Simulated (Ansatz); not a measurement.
# BH₄NOSe: how energies converge with the basis set

One table from this session's results is given with a row withheld; the runs are named, their logs left out.

Program: Ansatz 0.2.0, Gaussian basis. Level of theory: one geometry, several basis sets. These are calculated values, not measurements.

The runs, in order: PBE0-D4/def2-SVP; ωB97M-V/def2-SVP; PBE0-D4/def2-QZVPP; ωB97M-V/def2-QZVPP; the functionals' def2-TZVPP values are taken from earlier runs.

## Structure used throughout

The geometry comes from an earlier relaxation with PBE0-D4 in a triple-zeta def2 set; it is a stationary point, not always the lowest conformer.

8 atoms, charge 0, spin multiplicity 1.

Atoms are counted from 1 here; the program's logs count them from 0.

Bond lengths: N1–B2 1.404 Å, N1–H5 1.006 Å, N1–H6 1.003 Å, B2–O3 1.366 Å, B2–Se4 1.975 Å, O3–H7 0.959 Å, Se4–H8 1.467 Å. Angles: B2–N1–H5 123.3°, B2–N1–H6 123.1°, H5–N1–H6 113.6°, N1–B2–O3 124.1°, N1–B2–Se4 122.4°, O3–B2–Se4 113.5°, B2–O3–H7 114.5°, B2–Se4–H8 95.3°.

As a file:

| atom | x (Å) | y (Å) | z (Å) |
| --- | --- | --- | --- |
| N1 | -0.4095 | 0.8977 | 0.0447 |
| B2 | 0.3590 | -0.2751 | -0.0329 |
| O3 | 1.7236 | -0.2935 | -0.0990 |
| Se4 | -0.4547 | -2.0744 | -0.0566 |
| H5 | -0.0095 | 1.8203 | 0.0573 |
| H6 | -1.4112 | 0.8933 | 0.0929 |
| H7 | 2.1349 | 0.5732 | -0.0883 |
| H8 | -1.8403 | -1.5986 | 0.0261 |

The first run:

in.yaml

```yaml
crystal:
  periodic: [false, false, false]
  atoms:
    - {symbol: N, position_ang: [-0.409509, 0.897716, 0.044725]}
    - {symbol: B, position_ang: [0.358981, -0.275079, -0.032935]}
    - {symbol: O, position_ang: [1.723570, -0.293516, -0.099006]}
    - {symbol: Se, position_ang: [-0.454654, -2.074353, -0.056574]}
    - {symbol: H, position_ang: [-0.009537, 1.820335, 0.057322]}
    - {symbol: H, position_ang: [-1.411241, 0.893308, 0.092859]}
    - {symbol: H, position_ang: [2.134850, 0.573193, -0.088257]}
    - {symbol: H, position_ang: [-1.840260, -1.598605, 0.026066]}
basis:
  gaussian: {orbitals: def2-SVP}
hamiltonian: {xc: pbe0, dispersion: d4}
output: {orbitals: {seedname: orbitals}}
```

Launch:

```
ansatz run in.yaml --threads 2 --pin off --events-out ev --progress --plain --max-ram 4352MiB
```

Steps of the session up to this table: PBE0-D4 in def2-SVP; ωB97M-V in def2-SVP; PBE0-D4 in def2-QZVPP; ωB97M-V in def2-QZVPP.

One table of the session follows, with a row left open; its other results are not shown here.

```
functional       basis  HOMO (eV)  LUMO (eV)
   PBE0-D4    def2-SVP      -6.42       0.72
   PBE0-D4  def2-TZVPP      -6.66       0.19
   PBE0-D4  def2-QZVPP          ?          ?
   ωB97M-V    def2-SVP      -8.56       2.54
   ωB97M-V  def2-TZVPP      -8.82       1.65
   ωB97M-V  def2-QZVPP      -8.85       1.20
```

Q: Estimate the row for PBE0-D4, def2-QZVPP from the others.

The run gave: HOMO (eV): -6.69; LUMO (eV): -0.06. In the column «HOMO (eV)» it lies between ωB97M-V, def2-SVP (-8.56) and PBE0-D4, def2-TZVPP (-6.66).
